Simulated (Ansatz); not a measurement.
This script for Ansatz 0.2.0, Python API starts 6 runs on Sn, space group Immm. What input does the engine get in each?

`kconv_sn.py`:
```python
import csv

import ansatz
import numpy as np

FUNCTIONAL = "LDA"
CUTOFF_EV = 470
OCCUPATIONS = "cold"
SIGMA = 0.05
SCF_TOL = 1e-10


def main() -> None:
    vectors = np.array([
        [-1.72654, 1.77555, 2.33834],
        [1.72654, -1.77555, 2.33834],
        [1.72654, 1.77555, -2.33834],
    ])
    system = ansatz.Lattice.of(vectors).atom("Sn", (0.0, 0.0, 0.0))

    model = (
        system.calculation()
        .functional(FUNCTIONAL)
        .basis(CUTOFF_EV)
        .occupations(OCCUPATIONS, width=SIGMA)
        .scf(tolerance=SCF_TOL)
    )

    rows = []
    for value in [(3, 3, 3), (4, 4, 4), (6, 6, 6), (7, 7, 7), (9, 9, 9), (11, 11, 11)]:
        data = model.kpoints(mesh=value).run(threads=1, backend="cpu").report
        rows.append((value, data["free_energy_ev"] / len(data["lattice"]["sites"]), data["n_iterations"], data["n_kpoints"]))

    with open("kconv.csv", "w", newline="") as handle:
        writer = csv.writer(handle)
        writer.writerow(["mesh", "F/atom (eV)", "iterations", "k-points"])
        writer.writerows([round(v, 5) if isinstance(v, float) else v for v in row] for row in rows)

    for row in rows[:-1]:
        shift = 1000 * (row[1] - rows[-1][1])
        print(f"{row[0]}: {shift:+.2f} meV/atom" + ("  (within 5 meV)" if abs(shift) < 5 else ""))


if __name__ == "__main__":
    main()
```

Run 1:
```yaml
crystal:
  lattice:
    - [-1.72654, 1.77555, 2.33834]
    - [1.72654, -1.77555, 2.33834]
    - [1.72654, 1.77555, -2.33834]
  atoms:
    - { symbol: Sn, position: [0.0, 0.0, 0.0] }
basis:
  ecutwfc: 470.0
kpoints:
  mp_grid:
    grid: [3, 3, 3]
hamiltonian:
  xc: lda
scf:
  convergence:
    dr2_threshold: 1.0e-10
  occupations:
    method: cold
    width: 0.05
```

Run 2, against run 1:
```diff
-    grid: [3, 3, 3]
+    grid: [4, 4, 4]
```

Run 3, against run 1:
```diff
-    grid: [3, 3, 3]
+    grid: [6, 6, 6]
```

Run 4, against run 1:
```diff
-    grid: [3, 3, 3]
+    grid: [7, 7, 7]
```

Run 5, against run 1:
```diff
-    grid: [3, 3, 3]
+    grid: [9, 9, 9]
```

Run 6, against run 1:
```diff
-    grid: [3, 3, 3]
+    grid: [11, 11, 11]
```

```console
$ python kconv_sn.py
(3, 3, 3): +57.68 meV/atom
(4, 4, 4): +148.08 meV/atom
(6, 6, 6): +109.95 meV/atom
(7, 7, 7): +12.48 meV/atom
(9, 9, 9): -4.57 meV/atom  (within 5 meV)
```

From 9×9×9 on it stays within 5 meV an atom of the value at 11×11×11; the first row (3×3×3) is off by 57.7 meV and the last but one by 4.57 meV. That rests on few rows after larger swings, so the series isn't shown to be converged. It goes up and down, since the sum over k-points isn't variational.

Reading the output:
- This isn't the structure that Sn takes at ambient conditions.
- Shifts are counted from the finest mesh, which is itself no proven limit.
- Processor time in the engine: 6.5 s on 1 thread of Intel(R) Xeon(R) Processor @ 2.30GHz (shared host), peak memory 0.53 GiB.
